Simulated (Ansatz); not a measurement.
**CH6OSiZn: one species, many methods**

Aim: compute CH6OSiZn with functionals from several rungs and with coupled cluster. The yardstick is the atomisation energy at the CCSD(T) limit.

Program: Ansatz 0.2.0, Gaussian basis. Level of theory: functionals in def2-TZVPP, the program's frozen cores in correlated methods. These are calculated values, not measurements.

Levels to be run: PBE-D4, r2SCAN-D4, PBE0-D4, B3LYP-D4, ωB97X-V, ωB97M-V, B2PLYP; CCSD(T)/def2-TZVPP; MP2/def2-QZVPP; extrapolation to the limit.

## Step 1: The geometry

An earlier PBE0-D4 in a triple-zeta def2 set relaxation fixed the geometry.

10 atoms, charge 0, spin multiplicity 1.

Atoms are counted from 1 here; the program's logs count them from 0.

Bond lengths: C1–Si2 1.862 Å, C1–H5 1.093 Å, C1–H6 1.094 Å, C1–H7 1.093 Å, Si2–O3 1.654 Å, Si2–H8 1.492 Å, Si2–H10 1.484 Å, O3–H9 0.958 Å. Angles: Si2–C1–H5 110.9°, Si2–C1–H6 110.2°, Si2–C1–H7 111.5°, H5–C1–H6 108.2°, H5–C1–H7 108.2°, H6–C1–H7 107.7°, C1–Si2–O3 112.5°, C1–Si2–H8 109.2°, C1–Si2–H10 110.7°, O3–Si2–H8 110.2°, O3–Si2–H10 104.8°, H8–Si2–H10 109.3°, Si2–O3–H9 117.7°.

## Step 2: PBE-D4 (GGA)

Input file in.yaml:

```yaml
crystal:
  periodic: [false, false, false]
  atoms:
    - {symbol: C, position_ang: [-0.601418, 1.097138, 0.323908]}
    - {symbol: Si, position_ang: [-0.219867, -0.400825, -0.714722]}
    - {symbol: O, position_ang: [1.341313, -0.917060, -0.532191]}
    - {symbol: Zn, position_ang: [1.129447, -2.071924, 2.601563]}
    - {symbol: H, position_ang: [-0.426183, 0.892002, 1.382796]}
    - {symbol: H, position_ang: [-1.649362, 1.385414, 0.200774]}
    - {symbol: H, position_ang: [0.015113, 1.952368, 0.034710]}
    - {symbol: H, position_ang: [-0.493949, -0.088522, -2.147179]}
    - {symbol: H, position_ang: [2.039695, -0.343911, -0.850300]}
    - {symbol: H, position_ang: [-1.051790, -1.555780, -0.296459]}
basis:
  gaussian: {orbitals: def2-TZVPP}
hamiltonian: {xc: pbe, dispersion: d4}
output: {forces: true, orbitals: {seedname: orbitals}}
```

Command:

```console
$ ansatz run in.yaml --threads 4 --pin off --events-out ev --progress --plain --max-ram 10444MiB
```

Further steps of the session: r2SCAN-D4 (meta-GGA); PBE0-D4 (hybrid); B3LYP-D4 (hybrid); ωB97X-V (range-separated); ωB97M-V (range-separated); B2PLYP (double hybrid); CCSD(T) in def2-TZVPP; MP2 in def2-QZVPP.

Before running them: what should the planned runs give, taken together? Wanted: atomisation energy, CCSD(T)/CBS; farthest; mean size of error, hybrid; mean size of error, range-separated; gap, smallest and largest; T1 diagnostic; triples share of the correlation energy.

As calculated:

| quantity | value |
| --- | --- |
| atomisation energy, CCSD(T)/CBS | 33.441 eV |
| functionals within 0.167 eV (0.5 %) | PBE-D4, r2SCAN-D4, B3LYP-D4, ωB97X-V, ωB97M-V |
| farthest | B2PLYP (-0.496 eV) |
| mean size of error, hybrid | 0.244 eV |
| mean size of error, range-separated | 0.039 eV |
| gap, smallest and largest | 4.50 eV (PBE-D4), 9.59 eV (ωB97X-V) |
| T1 diagnostic | 0.0132 |
| triples share of the correlation energy | 3.2 % |

PBE-D4 misses by -0.009 eV. Double hybrids carry the basis error of their MP2 part in triple zeta, and no dispersion term here, so their miss is partly the set-up's. The reference freezes the cores and leaves out relativity and excitations past (T), so misses under about 0.167 eV can't be ranked. Hartree-Fock recovers 74 % of the binding; the rest is correlation. The gap grows from 4.5 to 9.6 eV across the functionals, mostly with the share of exact exchange. For Zn the d shell is correlated and the shells below it are frozen.
